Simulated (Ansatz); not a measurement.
# Ni (fcc type): the cost of one run

Program: Ansatz 0.2.0. Level of theory: DFT, PBE, PAW with Ansatz's default frozen-core files, scalar-relativistic. These are calculated values, not measurements.

## (1) Starting point

Symmetry: Fm-3m, No. 225, cubic system. The conventional cell has a = 3.519 Å, b = 3.519 Å, c = 3.519 Å, α = 90.00°, β = 90.00°, γ = 90.00°. Ni (site symmetry m-3m) is surrounded by 12 Ni at 2.49 Å.

As a file:

```cif
data_structure
_symmetry_space_group_name_H-M 'P 1'
_symmetry_Int_Tables_number 1
_cell_length_a 2.4886
_cell_length_b 2.4886
_cell_length_c 2.4886
_cell_angle_alpha 60.000
_cell_angle_beta 60.000
_cell_angle_gamma 60.000
_cell_volume 10.90
loop_
_atom_site_label
_atom_site_type_symbol
_atom_site_fract_x
_atom_site_fract_y
_atom_site_fract_z
_atom_site_occupancy
Ni1 Ni 0.00000 0.00000 0.00000 1
```

## (2) Bulk cell relaxed, PAW

Input file input.yaml:

```yaml
crystal:
  lattice:
    - [0.0, 1.7597012234, 1.7597012234]
    - [1.7597012234, 0.0, 1.7597012234]
    - [1.7597012234, 1.7597012234, 0.0]
  atoms:
    - { symbol: Ni, position: [0.0, 0.0, 0.0], spin: 1.0 }
magnetization:
  spin_polarized: true
kpoints:
  mp_grid: { grid: [21, 21, 21] }
scf:
  occupations: { method: fermi_dirac, width: 0.1 }
hamiltonian:
  xc: pbe
  pseudopotentials: { kind: paw }
output:
  forces: true
  stress: true
relax:
  f_tol: 0.005
  max_steps: 40
  cell: {}
```

Started as:

```bash
> ansatz run input.yaml --threads 4 --pin off --max-ram 12288MiB --backend cpu --events-out ev --progress --plain --runs-dir out
```

Q: Estimate wall time and peak memory on 4 threads of Intel Xeon Platinum 8488C (Sapphire Rapids), shared host.

About 6.8 s, with a peak of 0.42 GiB.
